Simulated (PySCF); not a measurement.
# (H2In-mu-NH2)2: geometry, NMR shifts and electronic excitations

Aim: predict the NMR shifts and electronic excitations of (H2In-mu-NH2)2.

Computed with PySCF 2.14.0, with density-fitted response routines of our own, on a single molecule in the gas phase. Atoms count from 0, in the outputs and in this text.

## 1. The starting structure

12 atoms, charge 0, multiplicity 1; geometry from: GFN2-xTB. The atoms were then displaced at random by about 0.03 Å, so the start is not that level's minimum.

Bonds of the start (Å): In0–H1 1.78, In0–H2 1.67, In0–N3 2.24, In0–N7 2.22, N3–In4 2.13, N3–H8 1.09, N3–H9 1.08, In4–H5 1.66, In4–H6 1.71, In4–N7 2.18, N7–H10 0.96, N7–H11 1.01.

## 2. Geometry optimisation at PBE0-D3(BJ)/def2-SVP

The job: settings as JSON, then the geometry in Å.

```
{"job": {"xc": "PBE0", "basis": "def2-SVP", "d3": "d3bj", "grid": 1, "maxiter": 40, "shake": 0.03, "kind": "geom"}, "charge": 0, "multiplicity": 1}
In    -1.478160    -0.218900    -0.525040
H     -2.295700     1.273620    -1.046190
H     -2.251490    -1.702860    -0.548770
N     -0.409340     0.231580     1.386920
In     1.530190     0.126940     0.504880
H      2.273560    -1.263040     1.034990
H      2.212320     1.697210     0.518280
N      0.554940    -0.212030    -1.412260
H     -0.750770     1.131600     1.892450
H     -0.695200    -0.496670     2.133340
H      0.665010     0.470410    -2.081710
H      0.760110    -1.120600    -1.805910
```

Run with:

```bash
> OMP_NUM_THREADS=1 python probes_run.py task.json out
```

One launch serves the whole session: the jobs run in the order shown.

What it wrote:

```text
step   0  E = -494.37894254  max force = 0.061617
step   1  E = -494.39429955  max force = 0.009757
step   2  E = -494.39590440  max force = 0.004347
step   3  E = -494.39661940  max force = 0.001819
step   4  E = -494.39668892  max force = 0.001676
step   5  E = -494.39673034  max force = 0.000557
step   6  E = -494.39673955  max force = 0.000484
step   7  E = -494.39674964  max force = 0.000571
step   8  E = -494.39675278  max force = 0.000356
optimisation converged
```

Run time: 75 s. Hardware: 1 thread of Arm Neoverse V2, shared host; peak memory 0.46 GiB.

Relaxation path:

```tsv
step	energy from step 0 (eV)	largest force component (eV/Å)
0	0.0000	3.1685
1	-0.4179	0.5017
2	-0.4616	0.2235
3	-0.4810	0.0935
4	-0.4829	0.0862
5	-0.4840	0.0286
6	-0.4843	0.0249
7	-0.4846	0.0294
8	-0.4846	0.0183
```

Close pairs (by a distance rule), those that changed most:

```tsv
bond	before (Å)	after (Å)	change (Å)
In0–In4	3.199	3.335	+0.136
N3–In4	2.133	2.232	+0.099
N3–H8	1.087	1.020	-0.067
In4–H5	1.663	1.728	+0.065
N3–H9	1.081	1.020	-0.061
N7–H10	0.962	1.020	+0.058
In4–N7	2.177	2.232	+0.055
In0–H2	1.674	1.728	+0.054
```

The end geometry stands in the next job.

```tsv
at the end point	value
point group (found at 0.08 Å tolerance)	D2h
rotational constants (GHz, main isotopes)	5.502, 0.749, 0.682
dipole moment (D)	0.02
```

## 3. Nuclear shieldings: PBE0/def2-TZVP+pcSseg-1

The job: settings as JSON, then the geometry in Å.

```
{"job": {"kind": "nmr", "xc": "PBE0", "basis": {"default": "pcSseg-1", "In": "def2-TZVP"}}, "charge": 0, "multiplicity": 1}
In    -1.561895    -0.156202    -0.533526
H     -2.305040     1.325485    -1.022644
H     -2.196599    -1.763188    -0.516908
N     -0.484135     0.201388     1.386271
In     1.580806     0.144131     0.541251
H      2.328365    -1.334506     1.032355
H      2.208647     1.753711     0.521872
N      0.501784    -0.218384    -1.378797
H     -0.717885     1.091288     1.827263
H     -0.653206    -0.514992     2.092844
H      0.675600     0.498199    -2.084234
H      0.739029    -1.109669    -1.814766
```

Method: GIAO PBE0/pcSseg-1 In:def2-TZVP NMR shielding, scalar relativity only through core potentials, gas phase.

What it wrote:

```text
coarse grid: 46192 points
cycle   1  E = -492.6643665828  dE = -6.401e+01  |g| = 2.943e+00  |ddm| = 6.424e+01
cycle   2  E = -490.0136540788  dE =  2.651e+00  |g| = 5.400e+00  |ddm| = 1.144e+01
cycle   3  E = -494.4629335300  dE = -4.449e+00  |g| = 2.688e-01  |ddm| = 4.927e+00
cycle   4  E = -494.4626472526  dE =  2.863e-04  |g| = 2.651e-01  |ddm| = 4.244e-01
cycle   5  E = -494.4777099595  dE = -1.506e-02  |g| = 2.606e-02  |ddm| = 2.141e-01
cycle   6  E = -494.4778424638  dE = -1.325e-04  |g| = 3.496e-03  |ddm| = 2.411e-02
cycle   7  E = -494.4778454923  dE = -3.029e-06  |g| = 5.309e-04  |ddm| = 6.235e-03
final grid: 93048 points
cycle   8  E = -494.4778358946  dE = -3.662e-08  |g| = 5.954e-04  |ddm| = 2.298e-03
cycle   9  E = -494.4778357897  dE =  1.049e-07  |g| = 9.152e-04  |ddm| = 1.215e-03
cycle  10  E = -494.4778359670  dE = -1.774e-07  |g| = 8.719e-05  |ddm| = 7.227e-04
cycle  11  E = -494.4778359683  dE = -1.253e-09  |g| = 4.669e-06  |ddm| = 8.647e-05
cycle  12  E = -494.4778359683  dE = -2.615e-12  |g| = 2.044e-06  |ddm| = 1.027e-05
converged SCF energy = -494.4778359683

GIAO shielding tensors (ppm)
atom      isotropic    diamagn.    paramagn.     s11        s22        s33       span
  0 In         nan         nan         nan        nan        nan        nan        nan
  1 H       26.007      27.726      -1.719     19.034     19.362     39.626     20.593
  2 H       26.007      27.710      -1.703     19.016     19.361     39.644     20.628
  3 N      240.895     313.520     -72.625    208.380    249.907    264.399     56.019
  4 In         nan         nan         nan        nan        nan        nan        nan
  5 H       26.008      27.719      -1.711     19.022     19.368     39.633     20.611
  6 H       26.007      27.719      -1.712     19.020     19.365     39.637     20.617
  7 N      240.750     313.552     -72.803    208.009    249.716    264.524     56.515
  8 H       30.550      29.853       0.697     24.063     25.546     42.042     17.979
  9 H       30.547      29.840       0.707     24.056     25.545     42.040     17.983
 10 H       30.534      29.841       0.693     24.050     25.539     42.014     17.964
 11 H       30.536      29.841       0.695     24.053     25.546     42.010     17.957
```

Wall time 25 s (1 thread of Arm Neoverse V2, shared host); peak memory 0.94 GiB.

Shifts follow as δ = σ(reference) − σ, with reference shieldings (ppm) from runs at the same level and on the same kind of geometry: 1H TMS 31.27, 15N NH3 265.7. The references are single molecules in the gas phase, so shifts against H2O, NH3, PH3, H3PO4 or CFCl3 are not on the usual liquid scales and can be off by tens of ppm. Atoms listed in one row are averaged.

```tsv
atoms	environment	σ (ppm)	δ (ppm)
H1, H2, H5, H6	hydrogen on a In bonded to 2 N	26.01	5.26
H8, H9, H10, H11	hydrogen on a nitrogen bonded to 2 In	30.54	0.73
N3, N7	nitrogen bonded to 2 In, 2 H	240.8	24.8
```

Atoms past Kr carry core potentials, so their printed shieldings have no meaning and are left out of the table.

Charges from the same density, by scheme (e):

```tsv
atoms	Mulliken	ESP fit
In0, In4	0.55	0.44
N3, N7	-0.72	-0.39
```

Mayer bond orders: In0–N3 0.53, In0–N7 0.54, N3–In4 0.54, In4–N7 0.54.

With diffuse functions Mulliken charges and Mayer bond orders lose their meaning; the other schemes are steadier.

Orbitals, density, ELF and potential are computed afterwards from the orbital file.

Frontier orbitals at PBE0/def2-TZVP+pcSseg-1, with the share of their density that lies nearest to each atom:

```tsv
orbital	energy (eV)	lies on
HOMO	-7.56	N3, N7 about 22 % each; 4 H atoms about 9 % each
LUMO	-0.72	In0, In4 about 11 % each; 8 H atoms about 9 % each
```

ELF in a plane through or near 4 of the atoms.

Values, 10 rows by 14 columns:
```
0.00 0.00 0.00 0.00 0.00 0.00 0.00 0.00 0.00 0.00 0.00 0.00 0.00 0.00
0.00 0.00 0.00 0.00 0.00 0.00 0.00 0.01 0.00 0.00 0.00 0.00 0.00 0.00
0.00 0.00 0.00 0.00 0.00 0.07 0.13 0.19 0.09 0.02 0.00 0.00 0.00 0.00
0.00 0.00 0.01 0.04 0.06 0.49 0.73 0.37 0.67 0.16 0.05 0.02 0.00 0.00
0.00 0.01 0.12 0.24 0.37 0.26 0.67 0.84 0.17 0.49 0.26 0.24 0.04 0.00
0.00 0.01 0.16 0.23 0.74 0.75 0.14 0.25 0.37 0.54 0.42 0.25 0.07 0.00
0.00 0.00 0.05 0.21 0.18 0.22 0.88 0.56 0.63 0.15 0.20 0.15 0.02 0.00
0.00 0.00 0.00 0.00 0.02 0.28 0.56 0.64 0.36 0.12 0.01 0.00 0.00 0.00
0.00 0.00 0.00 0.00 0.00 0.01 0.03 0.04 0.02 0.00 0.00 0.00 0.00 0.00
0.00 0.00 0.00 0.00 0.00 0.00 0.00 0.00 0.00 0.00 0.00 0.00 0.00 0.00
```
The map spans 10.0 Å across and 9.4 Å up, centred on the molecule. Atoms in the plane (x, y in Å): In0 (1.7, 0.0), N3 (0.0, 1.5), In4 (-1.7, 0.0), N7 (0.0, -1.5).

On the surface of density 0.002 e/bohr³ the electrostatic potential runs, from the 1st to the 99th percentile, from -0.56 to 1.61 V.

## 4. Excited states and response: PBE0/def2-SVPD

Same as in step 3 but for these lines:

```diff
@@ -1,2 +1,2 @@
-{"job": {"kind": "nmr", "xc": "PBE0", "basis": {"default": "pcSseg-1", "In": "def2-TZVP"}}, "charge": 0, "multiplicity": 1}
+{"job": {"kind": "uv", "xc": "PBE0", "basis": "def2-SVPD", "ip": true, "nstates": 10}, "charge": 0, "multiplicity": 1}
 In    -1.561895    -0.156202    -0.533526
```

Level: TDDFT PBE0/def2-SVPD, vertical, gas phase, core orbitals frozen in the response.

What it wrote:

```text
coarse grid: 46192 points
cycle   1  E = -492.4721205268  dE = -4.187e+01  |g| = 2.843e+00  |ddm| = 2.272e+01
cycle   2  E = -490.5820123977  dE =  1.890e+00  |g| = 4.648e+00  |ddm| = 1.684e+01
cycle   3  E = -494.3760398970  dE = -3.794e+00  |g| = 3.071e-01  |ddm| = 5.987e+00
cycle   4  E = -494.3596342663  dE =  1.641e-02  |g| = 4.112e-01  |ddm| = 7.781e-01
cycle   5  E = -494.3985326176  dE = -3.890e-02  |g| = 2.534e-02  |ddm| = 3.995e-01
cycle   6  E = -494.3987018821  dE = -1.693e-04  |g| = 3.515e-03  |ddm| = 4.970e-02
cycle   7  E = -494.3987053691  dE = -3.487e-06  |g| = 4.559e-04  |ddm| = 1.100e-02
final grid: 93048 points
cycle   8  E = -494.3986822839  dE = -1.172e-07  |g| = 3.053e-04  |ddm| = 7.485e-03
cycle   9  E = -494.3986822681  dE =  1.580e-08  |g| = 4.205e-04  |ddm| = 1.083e-03
cycle  10  E = -494.3986823079  dE = -3.987e-08  |g| = 5.679e-05  |ddm| = 4.388e-04
cycle  11  E = -494.3986823088  dE = -8.621e-10  |g| = 5.600e-06  |ddm| = 1.022e-04
converged SCF energy = -494.3986823088

Static polarisability (au): isotropic 95.047, principal 83.649 92.727 108.765

Singlet excitations
state   eV       nm        f      main configurations
  1   5.7593    215.3   0.00000   H->L 0.98
  2   6.2481    198.4   0.00000   H-1->L 0.69, H-2->L 0.28
  3   6.2508    198.3   0.00000   H-2->L 0.69, H-1->L 0.28
  4   6.4164    193.2   0.09912   H->L+1 0.98
  5   6.7546    183.6   0.00015   H-1->L+1 0.91
  6   6.8060    182.2   0.07211   H-2->L+1 0.92
  7   6.9462    178.5   0.26484   H-3->L 0.94
  8   7.0853    175.0   0.15284   H->L+2 0.95
  9   7.2274    171.5   0.00000   H-3->L+1 0.95
 10   7.2973    169.9   0.00003   H->L+3 0.97

Triplet excitations (Tamm-Dancoff, eV): 5.5460 5.9466 5.9494 5.9570
Vertical ionisation energy (delta-SCF) = 9.2933 eV
```

It took 2.1 min on 1 thread of Arm Neoverse V2, shared host; peak memory 0.8 GiB.

Frontier orbitals and where they lie:

```tsv
orbital	eV	atoms
HOMO−3	-8.58	N3 33 %, N7 33 %, In4 9 %
HOMO−2	-7.95	In4 30 %, H6 22 %, H5 22 %
HOMO−1	-7.94	In0 31 %, H1 22 %, H2 22 %
HOMO	-7.60	N7 22 %, N3 22 %, In4 13 %
LUMO	-0.61	In4 31 %, In0 30 %, N7 5 %
LUMO+1	-0.17	In4 29 %, In0 29 %, N7 6 %
LUMO+2	0.43	In4 26 %, In0 26 %, H6 10 %
```

With each of the 10 states as a Gaussian band of 0.4 eV half-width at 1/e, the curve within the window shown has maxima at 178 nm (ε 19,000) L/(mol cm). Beyond the last state computed it falls off for lack of states. The curve at chosen wavelengths:

| nm | ε (L/mol/cm) |
| --- | --- |
| 163 | 2020 |
| 166 | 4836 |
| 169 | 9155 |
| 172 | 14057 |
| 175 | 17935 |
| 178 | 19481 |
| 181 | 18501 |
| 185 | 14791 |
| 188 | 11644 |
| 191 | 8916 |
| 194 | 6733 |
| 197 | 4989 |
| 200 | 3572 |
| 203 | 2432 |
| 206 | 1560 |
| 209 | 938 |
| 212 | 529 |
| 215 | 280 |
| 218 | 140 |
| 222 | 51 |
| 225 | 23 |
| 228 | 10 |
| 231 | 4 |
| 234 | 2 |
| 237 | 1 |
| 240 | 0 |

Leading natural transition orbitals of singlet state 7: the hole lies on N3, N7 about 32 % each; In0, In4 about 6 % each; the particle on In0, In4 about 11 % each; 8 H atoms about 9 % each.

Leading natural transition orbitals of singlet state 1: the hole lies on N3, N7 about 23 % each; 4 H atoms about 8 % each; the particle on In0, In4 about 13 % each; 8 H atoms about 8 % each.

Ground-state properties from the same run:

```tsv
property	computed
dipole moment (D)	0.02
polarisability (Å³)	14.08
HOMO–LUMO gap (eV)	6.98
−ε(HOMO) (eV)	7.60
```

## 5. Shielding tensors: wB97X-D/def2-TZVP+pcSseg-1

Same as in step 4 but for these lines:

```diff
@@ -1,2 +1,2 @@
-{"job": {"kind": "uv", "xc": "PBE0", "basis": "def2-SVPD", "ip": true, "nstates": 10}, "charge": 0, "multiplicity": 1}
+{"job": {"kind": "nmr", "xc": "wB97X-D", "basis": {"default": "pcSseg-1", "In": "def2-TZVP"}, "pop": false}, "charge": 0, "multiplicity": 1}
 In    -1.561895    -0.156202    -0.533526
```

With the program's defaults for keys left out, this is: GIAO wB97X-D/pcSseg-1 In:def2-TZVP NMR shielding, scalar relativity only through core potentials, gas phase.

What it wrote:

```text
coarse grid: 46192 points
cycle   1  E = -493.2516607550  dE = -6.461e+01  |g| = 2.694e+00  |ddm| = 6.430e+01
cycle   2  E = -493.3370830076  dE = -8.542e-02  |g| = 3.061e+00  |ddm| = 9.266e+00
cycle   3  E = -494.6937766679  dE = -1.357e+00  |g| = 1.277e-01  |ddm| = 3.041e+00
cycle   4  E = -494.6957399353  dE = -1.963e-03  |g| = 1.085e-01  |ddm| = 1.881e-01
cycle   5  E = -494.6980132796  dE = -2.273e-03  |g| = 1.678e-02  |ddm| = 8.621e-02
cycle   6  E = -494.6980855932  dE = -7.231e-05  |g| = 2.900e-03  |ddm| = 2.437e-02
cycle   7  E = -494.6980889023  dE = -3.309e-06  |g| = 7.625e-04  |ddm| = 9.064e-03
final grid: 93048 points
cycle   8  E = -494.7033263630  dE = -2.435e-05  |g| = 2.606e-03  |ddm| = 3.719e-02
cycle   9  E = -494.7033267992  dE = -4.362e-07  |g| = 2.152e-03  |ddm| = 4.469e-03
cycle  10  E = -494.7033274731  dE = -6.739e-07  |g| = 1.740e-04  |ddm| = 2.952e-03
cycle  11  E = -494.7033274765  dE = -3.418e-09  |g| = 1.273e-04  |ddm| = 3.102e-04
cycle  12  E = -494.7033274799  dE = -3.420e-09  |g| = 7.714e-06  |ddm| = 1.117e-04
cycle  13  E = -494.7033274800  dE = -3.263e-11  |g| = 3.556e-06  |ddm| = 2.778e-05
converged SCF energy = -494.7033274800

GIAO shielding tensors (ppm)
atom      isotropic    diamagn.    paramagn.     s11        s22        s33       span
  0 In         nan         nan         nan        nan        nan        nan        nan
  1 H       26.225      27.941      -1.716     19.259     19.542     39.874     20.615
  2 H       26.225      27.925      -1.700     19.242     19.541     39.893     20.650
  3 N      243.848     313.642     -69.794    214.418    250.884    266.242     51.823
  4 In         nan         nan         nan        nan        nan        nan        nan
  5 H       26.226      27.933      -1.707     19.248     19.547     39.881     20.633
  6 H       26.225      27.932      -1.707     19.246     19.544     39.886     20.640
  7 N      243.707     313.676     -69.968    214.059    250.696    266.368     52.309
  8 H       30.732      29.910       0.822     24.206     25.664     42.326     18.120
  9 H       30.729      29.898       0.831     24.200     25.663     42.324     18.124
 10 H       30.716      29.900       0.816     24.193     25.657     42.298     18.105
 11 H       30.719      29.898       0.821     24.197     25.664     42.296     18.099
```

Run time: 27 s. Hardware: 1 thread of Arm Neoverse V2, shared host; peak memory 1 GiB.

This run: δ N3 20.2, H1 5.15, H8 0.66 ppm (means over like atoms).

## 6. Side by side: NMR shifts

Shifts (ppm), means over like atoms, with basis size and wall time:

```tsv
run	H1	H8	N3	functions	time
PBE0/def2-TZVP+pcSseg-1	5.26	0.73	24.8	174	25 s
wB97X-D/def2-TZVP+pcSseg-1	5.15	0.66	20.2	174	27 s
```

## 7. Outcome

```
                                                                         quantity                        value
                                                                      point group                          D2h
                                             rotational constants (main isotopes)         5.50, 0.75, 0.68 GHz
 1H shifts against TMS (PBE0/def2-TZVP+pcSseg-1, means over atoms taken as alike)               5.26, 0.73 ppm
15N shifts against NH3 (PBE0/def2-TZVP+pcSseg-1, means over atoms taken as alike)                     24.8 ppm
                                            surface potential, 1st and 99th percentile           -0.56 V and 1.61 V
                                                  lowest singlet (PBE0/def2-SVPD)  5.76 eV (215 nm), f = 0.000
                                         brightest single state of those computed  state 7, 6.95 eV, f = 0.265
                                                                   lowest triplet                      5.55 eV
                                                vertical ionisation energy (ΔSCF)                      9.29 eV
                                                         range of the shift of N3             20.2 to 24.8 ppm
```

In words: The start was shaken at random, so part of the energy gained undoes that. Relaxing lowered the energy by 0.485 eV in 8 steps; the close pair that moved most is In0–In4, from 3.199 to 3.335 Å. No frequency check was run at this level, so the end point may be a saddle. At PBE0/def2-TZVP+pcSseg-1: The widest tensor belongs to N3, N7: span 56 ppm, with a paramagnetic part of -73 ppm. The first singlet state (HOMO→LUMO 0.98) lies at 5.76 eV and is dark; of the 10 states computed, the strongest absorption comes from state 7 at 6.95 eV. The lowest triplet lies 0.21 eV below the lowest singlet (triplets in Tamm-Dancoff, singlets in full TDDFT). Spin-orbit coupling, left out, mixes singlets and triplets in elements this heavy. ΔSCF puts the ionisation energy at 9.29 eV, 1.70 eV above −ε(HOMO). In ppm, N3 (with its like atoms) moves most: its shift spreads over 4.6 ppm, from 20.2 (wB97X-D/def2-TZVP+pcSseg-1) to 24.8 (PBE0/def2-TZVP+pcSseg-1). Part of that comes from the computed reference. Spin-orbit coupling is left out, which matters for shieldings and couplings at and beside the heavy atoms.
